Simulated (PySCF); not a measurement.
# H5HoO (Ho(H)3(H2O)): the cost of one run

Method: several levels, as the steps say, no spin–orbit coupling; program: PySCF 2.14.0.

1 further run of the same task is left out (for a known fault of the program).

## 1. The system as given

7 atoms, charge 0, spin multiplicity 1.

Bond lengths: Ho1–H2 2.028 Å, Ho1–H3 2.013 Å, Ho1–H4 2.016 Å, Ho1–O5 2.356 Å, O5–H6 0.971 Å, O5–H7 0.966 Å. Angles: H2–Ho1–H3 118.8°, H2–Ho1–H4 117.8°, H2–Ho1–O5 82.0°, H3–Ho1–H4 118.2°, H3–Ho1–O5 113.1°, H4–Ho1–O5 97.1°, Ho1–O5–H6 108.6°, Ho1–O5–H7 128.3°, H6–O5–H7 107.6°.

Coordinates:

```
Ho    0.12066   -0.14274    0.13138
H     0.79382    1.64074    0.82208
H    -0.98066   -1.30189    1.35408
H     1.16469   -1.03474   -1.34463
O    -1.18562    1.25677   -1.24223
H    -0.95504    2.17991   -1.05079
H    -1.34266    1.18570   -2.19315
```

Formal oxidation states: Ho +3. Each metal's 10 4f electrons lie in its core potential, so multiplicities, spins and levels count the valence alone. An earlier session relaxed this geometry at PBE0, Ho lcecp-1-SVP with ECP56, H def2-SVP, O def2-SVP (singlet, point group C1).

At PBE0 on the finer grid: E = -115.683851 Eh, HOMO -6.35 eV, LUMO -0.72 eV, Mulliken charge on Ho1 +0.54 e, largest force component 0.010 eV/Å. 

Levels to run: PBE; TPSS; PBE0, TZVP. Hardware: 2 threads of Arm Neoverse V2, shared host.

## 2. PBE

run.py (the lines that set the calculation)

```python
mol = gto.M(atom='''
Ho     0.12066    -0.14274     0.13138
H      0.79382     1.64074     0.82208
H     -0.98066    -1.30189     1.35408
H      1.16469    -1.03474    -1.34463
O     -1.18562     1.25677    -1.24223
H     -0.95504     2.17991    -1.05079
H     -1.34266     1.18570    -2.19315''',
    basis={'Ho': 'lcecp-1-SVP', 'H': 'def2-SVP', 'O': 'def2-SVP'},
    ecp={'Ho': 'lcecp-1-SVP'},
    charge=0, spin=0)
mf = dft.RKS(mol, xc='PBE')
mf.grids.atom_grid = (75, 302)  # f atoms: unpruned, at least (60, 302)
mf = mf.density_fit()  # fitting sets: Ho AutoAux, H def2-universal-JKFIT, O def2-universal-JKFIT
mf.conv_tol = 1e-08; mf.max_cycle = 55
mf.kernel(dm0)  # dm0: the density of the relaxed state
```

Command:

```
> OMP_NUM_THREADS=2 python run.py
```

**Question.** How long does this run take on 2 threads of Arm Neoverse V2, shared host?

About 3 s.
